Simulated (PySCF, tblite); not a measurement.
**C₃H₁₂FNSi₃: geometry, infrared bands and NMR shifts**

Aim: predict the infrared bands and NMR shifts of C₃H₁₂FNSi₃ (`F[SiH2]N(C[SiH3])[C@@H]1C[SiH2]1`).

Programs: tblite 0.8.0 and PySCF 2.14.0, with density-fitted response routines of our own. Each step states its level of theory. These are calculated values for one molecule in the gas phase, unless marked as measured. Atoms count from 0, in the outputs and in this text.

### Step 1. The starting structure

20 atoms, charge 0, multiplicity 1; geometry from: force field or distance geometry start.

Bonds of the start (Å): F0–Si1 1.71, Si1–N2 1.77, N2–C3 1.44, C3–Si4 1.84, N2–C5 1.42, C5–C6 1.49, C6–Si7 1.87, Si7–C5 1.85, Si1–H8 1.43, Si1–H9 1.50, C3–H10 1.10, C3–H11 1.12, Si4–H12 1.47, Si4–H13 1.48, Si4–H14 1.48, C5–H15 1.13, C6–H16 1.10, C6–H17 1.10, Si7–H18 1.48, Si7–H19 1.45.

### Step 2. Optimising the geometry with GFN2-xTB

What the job is given:

```
{"job": {"kind": "relax", "xc": "GFN2-xTB", "basis": "xTB"}, "charge": 0, "multiplicity": 1}
F      0.084600    -2.032500    -2.824600
Si    -0.772100    -1.345800    -1.517800
N      0.268100    -0.123100    -0.778700
C      1.282400    -0.832100    -0.037700
Si     2.493400     0.241000     0.840800
C     -0.379900     0.909500    -0.045300
C     -1.137700     0.692900     1.220200
Si    -2.185100     1.285300    -0.209900
H     -2.035200    -0.907500    -2.030300
H     -0.907000    -2.440900    -0.494900
H      0.820200    -1.574200     0.635700
H      1.844200    -1.407300    -0.823500
H      2.175200     1.676200     0.799600
H      3.855000    -0.011100     0.332600
H      2.473200    -0.159900     2.267700
H      0.222700     1.868000    -0.015300
H     -1.388300    -0.306900     1.610000
H     -1.000400     1.462900     1.997300
H     -2.618500     2.700100    -0.145600
H     -3.099900     0.316200    -0.783300
```

Launch:

```bash
OMP_NUM_THREADS=1 python probes_run.py task.json out
```

This one command runs all jobs of the session in turn.

**Question.** This job is followed by: GFN2-xTB harmonic vibrations, gas phase; GIAO PBE0/pcSseg-1 NMR shielding, non-relativistic, gas phase. What will the session give for the following? strongest single infrared mode (GFN2-xTB); zero-point energy (GFN2-xTB); 13C shifts against TMS (PBE0/pcSseg-1); 1H shifts against TMS (PBE0/pcSseg-1, means over atoms taken as alike); 19F shifts against CFCl3 (PBE0/pcSseg-1); 29Si shifts against TMS (PBE0/pcSseg-1); 15N shifts against NH3 (PBE0/pcSseg-1).

The runs gave:

| quantity | value |
| --- | --- |
| strongest single infrared mode (GFN2-xTB) | 2370 cm⁻¹, 333 km/mol |
| zero-point energy (GFN2-xTB) | 85.2 kcal/mol |
| 13C shifts against TMS (PBE0/pcSseg-1) | 31.9, 31.4, -0.1 ppm |
| 1H shifts against TMS (PBE0/pcSseg-1, means over atoms taken as alike) | 4.99, 4.90, 4.05, 3.21, 3.06, 2.89, 2.68, 2.55, 0.89, -0.06 ppm |
| 19F shifts against CFCl3 (PBE0/pcSseg-1) | -198.1 ppm |
| 29Si shifts against TMS (PBE0/pcSseg-1) | -24.6, -73.4, -144.6 ppm |
| 15N shifts against NH3 (PBE0/pcSseg-1) | 41.1 ppm |

In words: Relaxing lowered the energy by 1.077 eV in 157 steps; the close pair that moved most is F0–Si1, from 1.707 to 1.611 Å. All 54 modes are real, so the xTB geometry is a minimum. The strongest single mode, at 2370 cm⁻¹, moves mainly H19. GFN2-xTB is a fitted tight-binding method: band positions and strengths are rough. Its intensities can rank the bands wrongly. The most deshielded carbon is C3 (sp3 CH2 bonded to N and Si), at 31.9 ppm: pulled downfield by the heteroatom. At PBE0/pcSseg-1: Shielding is most anisotropic at Si7 (span 280 ppm, paramagnetic term -388 ppm).
